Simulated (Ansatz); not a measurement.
**GaH4+ (singlet): the correlation ladder at a displaced geometry (v2), cc-pVTZ**

Aim: climb from Hartree-Fock through coupled cluster for GaH4+ (singlet) at one geometry and basis, and see what each rung misses.

Computed with Ansatz 0.2.0, Gaussian basis. Level: cc-pVTZ, core rule «outside noble gas», up to 14 orbitals frozen.

To be run: UHF; CCSD(T) on RHF; BCCD(T) on RHF; CCSDT(Q) on RHF.

14 further runs of the same task are left out: 3 for a known fault of the program, 5 that didn't finish, 6 set aside as unsound or not needed.

## Step 1: The geometry

The geometry is a PBE0/def2-TZVP stationary point (not a proven minimum) with its atoms shifted at random (size 0.100 Å). No spin-orbit coupling is included. The filled d shell of Ga may be among the frozen orbitals whatever the setting's name suggests; the logs give the count.

5 atoms, charge 1, spin multiplicity 1.

Atoms are counted from 1 here; the program's logs count them from 0.

Bond lengths: Ga1–H2 1.543 Å, Ga1–H4 1.605 Å, H3–H5 0.844 Å. Angles: H2–Ga1–H4 168.8°.

Geometry (Å):

```xyz
5
GaH4
Ga    0.0050    0.0026   -0.0546
H    -0.1599    1.5317   -0.1857
H    -0.0832    0.3611    2.1109
H    -0.0001   -1.5973   -0.1757
H    -0.1032   -0.4783    2.0262
```

## Step 2: UHF

File in.yaml:

```yaml
crystal:
  periodic: [false, false, false]
  atoms:
    - {symbol: Ga, position_ang: [0.005008, 0.002644, -0.054584]}
    - {symbol: H, position_ang: [-0.159866, 1.531690, -0.185711]}
    - {symbol: H, position_ang: [-0.083245, 0.361116, 2.110914]}
    - {symbol: H, position_ang: [-0.000137, -1.597349, -0.175677]}
    - {symbol: H, position_ang: [-0.103196, -0.478331, 2.026245]}
basis:
  gaussian: {orbitals: cc-pVTZ}
total_charge: 1
magnetization: {spin_polarized: true, initial_magnetization: 0}
hamiltonian: {xc: hf}
output: {orbitals: {seedname: orbitals}}
```

Launch:

```bash
ansatz run in.yaml --threads 1 --pin off --events-out ev --progress --plain --max-ram 2393MiB
```

Further steps of the session: CCSD(T) on RHF; BCCD(T) on RHF; CCSDT(Q) on RHF.

Q: Predict the results of all the runs planned. Wanted: RCCSDT(Q) below the RHF energy; RMP2 from RCCSDT(Q); RCCSD from RCCSDT(Q); RCCSD(T) from RCCSDT(Q); T1 diagnostic.

The runs gave:

| quantity | value |
| --- | --- |
| RCCSDT(Q) below the RHF energy | -3.2817 eV |
| RMP2 from RCCSDT(Q) | +704.9 meV |
| RCCSD from RCCSDT(Q) | +46.7 meV |
| RCCSD(T) from RCCSDT(Q) | +10.4 meV |
| levels within 1 kcal/mol (43 meV) | RCCSD(T), BCCD(T), RCCSDT |
| T1 diagnostic | 0.008 |

In words: RCCSD(T) misses by +10.4 meV, 0.3 % of the correlation energy. These misses are within one basis, not against nature.
